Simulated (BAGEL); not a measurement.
**CH3BClFS (SMILES CSB(F)Cl): HF/STO-3G (density fitting with qzvpp-jkfit)**

Aim: the vertical singlet–triplet gap of CH3BClFS at HF/STO-3G (density fitting with qzvpp-jkfit), from 2 runs. 

Program for the calculation: BAGEL 1.2.2.

### Step 1. The molecule

CH3BClFS: 8 atoms, total charge 0, spin state singlet. SMILES: `CSB(F)Cl`. The shape is that of a PBE0-D4/def2-TZVP optimisation. This is one conformer, not always the lowest.

Bond lengths: C1–S2 1.811 Å, S2–B3 1.783 Å, B3–F4 1.322 Å, B3–Cl5 1.752 Å, C1–H6 1.089 Å, C1–H7 1.088 Å, C1–H8 1.088 Å. Angles: C1–S2–B3 101.5°, S2–B3–F4 122.0°, S2–B3–Cl5 119.4°, F4–B3–Cl5 118.6°, S2–C1–H6 106.6°, S2–C1–H7 110.7°, S2–C1–H8 110.7°, H6–C1–H7 109.4°, H6–C1–H8 109.4°, H7–C1–H8 110.0°.

### Step 2. A single-point energy at HF/STO-3G (density fitting with qzvpp-jkfit)

input.json reads:

```json
{ "bagel" : [

{
  "title" : "molecule",
  "basis" : "sto-3g",
  "df_basis" : "qzvpp-jkfit",
  "angstrom" : true,
  "geometry" : [
    { "atom" : "C", "xyz" : [       0.113400,       0.911000,       0.897400 ] },
    { "atom" : "S", "xyz" : [      -1.115300,       0.193300,      -0.223500 ] },
    { "atom" : "B", "xyz" : [      -0.151700,      -1.054600,      -1.055700 ] },
    { "atom" : "F", "xyz" : [       1.126700,      -1.251200,      -0.780800 ] },
    { "atom" : "Cl", "xyz" : [      -0.911800,      -2.055800,      -2.276100 ] },
    { "atom" : "H", "xyz" : [      -0.396600,       1.693700,       1.457300 ] },
    { "atom" : "H", "xyz" : [       0.489500,       0.159600,       1.588700 ] },
    { "atom" : "H", "xyz" : [       0.937800,       1.347000,       0.336900 ] }
  ]
},

{ "title" : "hf" },

{ "title" : "print", "file" : "orbitals.molden", "orbitals" : true }

]}
```

On the command line:

```
$ BAGEL_NUM_THREADS=1 BAGEL input.json > input.out
```

Standard output:

```text
* using 1 threads per process

  ===============================================================
  ===============================================================

  *** Geometry ***

  { "atom" : "C", "xyz" : [      0.214295,      1.721541,      1.695840 ] },
  { "atom" : "S", "xyz" : [     -2.107612,      0.365284,     -0.422354 ] },
  { "atom" : "B", "xyz" : [     -0.286671,     -1.992905,     -1.994984 ] },
  { "atom" : "F", "xyz" : [      2.129154,     -2.364425,     -1.475498 ] },
  { "atom" : "Cl", "xyz" : [     -1.723052,     -3.884899,     -4.301206 ] },
  { "atom" : "H", "xyz" : [     -0.749465,      3.200629,      2.753898 ] },
  { "atom" : "H", "xyz" : [      0.925021,      0.301600,      3.002208 ] },
  { "atom" : "H", "xyz" : [      1.772185,      2.545461,      0.636649 ] },

  Number of auxiliary basis functions:      537

  Since a DF basis is specified, we compute 2- and 3-index integrals:
    o Being stored without compression. Storage requirement is 0.006 GB

  Number of basis functions:       36
  Number of electrons      :       56

    * METHOD: MOLECULE                             0.19

  *** RHF ***

  === Nuclear Repulsion ===
   261.5100317963

      * DIIS with orbital gradients will be used.

  === RHF iteration (sto-3g) ===
      0      -1009.35331471          0.01562012           0.03
      1      -1009.45637941          0.00489167           0.03
      2      -1009.46591639          0.00078081           0.03
      3      -1009.46634537          0.00010439           0.03
      4      -1009.46635312          0.00003327           0.03
      5      -1009.46635395          0.00000718           0.03
      6      -1009.46635400          0.00000153           0.03
      7      -1009.46635400          0.00000045           0.03
      8      -1009.46635400          0.00000012           0.03
      9      -1009.46635400          0.00000004           0.03
     10      -1009.46635400          0.00000001           0.03
    * SCF iteration converged.

    * Permanent dipole moment:
           (   -0.449104,    -0.644227,    -0.770931) a.u.

    * METHOD: HF                                   0.47

    * METHOD: PRINT                                0.00

  ===============================================================
```

Wall time 0.82 s (1 thread of Arm Neoverse V2, shared host); peak memory 0.083 GiB.

### Step 3. The triplet at the same level

input.json reads:

```json
{ "bagel": [

{
  "title": "molecule",
  "basis": "sto-3g",
  "df_basis": "qzvpp-jkfit",
  "angstrom": "true",
  "geometry": [
    { "atom": "C", "xyz": [       0.113400,       0.911000,       0.897400 ] },
    { "atom": "S", "xyz": [      -1.115300,       0.193300,      -0.223500 ] },
    { "atom": "B", "xyz": [      -0.151700,      -1.054600,      -1.055700 ] },
    { "atom": "F", "xyz": [       1.126700,      -1.251200,      -0.780800 ] },
    { "atom": "Cl", "xyz": [      -0.911800,      -2.055800,      -2.276100 ] },
    { "atom": "H", "xyz": [      -0.396600,       1.693700,       1.457300 ] },
    { "atom": "H", "xyz": [       0.489500,       0.159600,       1.588700 ] },
    { "atom": "H", "xyz": [       0.937800,       1.347000,       0.336900 ] }
  ]
},

{ "title": "uhf", "nopen": 2 },

{ "title": "print", "file": "orbitals.molden", "orbitals": "true" }

]}
```

On the command line:

```
$ BAGEL_NUM_THREADS=1 BAGEL input.json > input.out
```

Standard output:

```text
* using 1 threads per process

  ===============================================================
  ===============================================================

  *** Geometry ***

  { "atom" : "C", "xyz" : [      0.214295,      1.721541,      1.695840 ] },
  { "atom" : "S", "xyz" : [     -2.107612,      0.365284,     -0.422354 ] },
  { "atom" : "B", "xyz" : [     -0.286671,     -1.992905,     -1.994984 ] },
  { "atom" : "F", "xyz" : [      2.129154,     -2.364425,     -1.475498 ] },
  { "atom" : "Cl", "xyz" : [     -1.723052,     -3.884899,     -4.301206 ] },
  { "atom" : "H", "xyz" : [     -0.749465,      3.200629,      2.753898 ] },
  { "atom" : "H", "xyz" : [      0.925021,      0.301600,      3.002208 ] },
  { "atom" : "H", "xyz" : [      1.772185,      2.545461,      0.636649 ] },

  Number of auxiliary basis functions:      537

  Since a DF basis is specified, we compute 2- and 3-index integrals:
    o Being stored without compression. Storage requirement is 0.006 GB

  Number of basis functions:       36
  Number of electrons      :       56

    * METHOD: MOLECULE                             0.19

  *** Open-shell HF ***

  === Nuclear Repulsion ===
   261.5100317963

      * DIIS with orbital gradients will be used.

  === UHF iteration (sto-3g) ===
      0      -1009.16697583          0.02390716           0.06
      1      -1009.25422958          0.00562303           0.06
      2      -1009.25967991          0.00158023           0.06
      3      -1009.26035285          0.00051997           0.06
      4      -1009.26050354          0.00010835           0.06
      5      -1009.26053281          0.00004794           0.06
      6      -1009.26054388          0.00001807           0.06
      7      -1009.26054720          0.00000692           0.06
      8      -1009.26054822          0.00000148           0.06
      9      -1009.26054838          0.00000056           0.06
     10      -1009.26054844          0.00000026           0.06
     11      -1009.26054846          0.00000015           0.07
     12      -1009.26054847          0.00000007           0.07
     13      -1009.26054848          0.00000002           0.07
     14      -1009.26054848          0.00000001           0.06
    * SCF iteration converged.

    * S^2 (UHF) is 2.0133

    * Permanent dipole moment:
           (    0.347461,    -2.285809,    -2.035106) a.u.

    * METHOD: UHF                                  1.07

    * METHOD: PRINT                                0.00

  ===============================================================
```

It took 1.4 s on 1 thread of Arm Neoverse V2, shared host; peak memory 0.083 GiB.

### Step 4. What came out

At HF/STO-3G (density fitting with qzvpp-jkfit):

```
                                        quantity           value
                           singlet: total energy  -1009.46635 Eh
                          singlet: dipole moment          2.80 D
                            singlet: HOMO energy        -8.06 eV
                            singlet: LUMO energy         7.17 eV
                          singlet: HOMO–LUMO gap        15.24 eV
                           triplet: total energy  -1009.26055 Eh
                          triplet: dipole moment          7.83 D
                                   triplet: ⟨S²⟩           2.013
vertical energy of the triplet above the singlet        5.600 eV
```

In words: At this shape the triplet lies 5.60 eV (540 kJ/mol) above the singlet. In a minimal basis such a difference can be off by several eV, whatever the method.
